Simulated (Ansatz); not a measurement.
# CaIn3O: what a guessed cell relaxes into

Where does this trial cell of CaIn3O go when cell and atoms are let free?

Computed with Ansatz 0.2.0 (DFT PBE, scalar-relativistic, plane waves, PAW, unless a step's input says otherwise).

### Step 1. The system as given

The structure is cubic, space group Pm-3m (No. 221). The conventional cell has a = 4.735 Å, b = 4.735 Å, c = 4.735 Å, α = 90.00°, β = 90.00°, γ = 90.00°. Around Ca (site symmetry m-3m) lie 6 In at 2.37 Å. In (site symmetry 4/mmm) is surrounded by 2 Ca at 2.37 Å and 8 In at 3.35 Å and 4 O at 3.35 Å. O (site symmetry m-3m) is surrounded by 12 In at 3.35 Å.

As a file:

```xyz
5
Lattice="4.7349 0.0000 0.0000 0.0000 4.7349 0.0000 0.0000 0.0000 4.7349" Properties=species:S:1:pos:R:3 pbc="T T T"
Ca    2.3675    2.3675    2.3675
In    0.0000    2.3675    2.3675
In    2.3675    0.0000    2.3675
In    2.3675    2.3675    0.0000
O     0.0000    0.0000    0.0000
```

The cell is invented: species swapped into a database cell of ZnAgF3 (Pm-3m, No. 221), with Ca on the Zn sites, O on the Ag sites and In on the F sites. Lengths come from tabulated atomic sizes and are only a guess.

### Step 2. A first look at the guess

Contents of input.yaml:

```yaml
crystal:
  lattice:
    - [4.73493058, 0.0, 0.0]
    - [0.0, 4.73493058, 0.0]
    - [0.0, 0.0, 4.73493058]
  atoms:
    - { symbol: Ca, position: [0.5, 0.5, 0.5] }
    - { symbol: In, position: [0.0, 0.5, 0.5] }
    - { symbol: In, position: [0.5, 0.0, 0.5] }
    - { symbol: In, position: [0.5, 0.5, 0.0] }
    - { symbol: O, position: [0.0, 0.0, 0.0] }
basis:
  ecutwfc: 420
kpoints:
  mp_grid: { grid: [4, 4, 4] }
hamiltonian:
  xc: pbe
scf:
  occupations: { method: gaussian, width: 0.1 }
  lower_state_search: "off"
output:
  forces: true
  stress: true
  eigenvalues: true
```

Run with:

```console
ansatz run input.yaml --threads 1 --pin off --max-ram 2048MiB --backend cpu --events-out ev --progress --plain --runs-dir out
```

The session goes on with these runs: spin check on a coarse mesh; a loose first relaxation; final relaxation.

**Question.** What will these runs give? Wanted: conventional cell; volume; energy over the elements; gap on the mesh; total moment.

**Answer**, as computed:

```
                                                              quantity                                                                      value
                                symmetry at the end (tolerance 0.05 Å)                                                space group Pm-3m (No. 221)
                                                     conventional cell  a = 6.053 Å, b = 6.053 Å, c = 6.053 Å, α = 90.00°, β = 90.00°, γ = 90.00°
                                                                volume                                                              44.36 Å³/atom
energy over the elements (uncorrected; H, N, O, F and Cl as molecules)                                                              +0.96 eV/atom
                                                       gap on the mesh                                                               none (metal)
                                                          total moment                                                               1.23 μB/cell
```

**Reading.** The space group Pm-3m (No. 221) is kept, and the volume per atom grows by 109.0 % from the first guess. The formation energy is positive, so the separate elements lie lower. No finished test with a distortion of lower symmetry is shown, so the end may be a saddle point. Other magnetic orders were not searched.
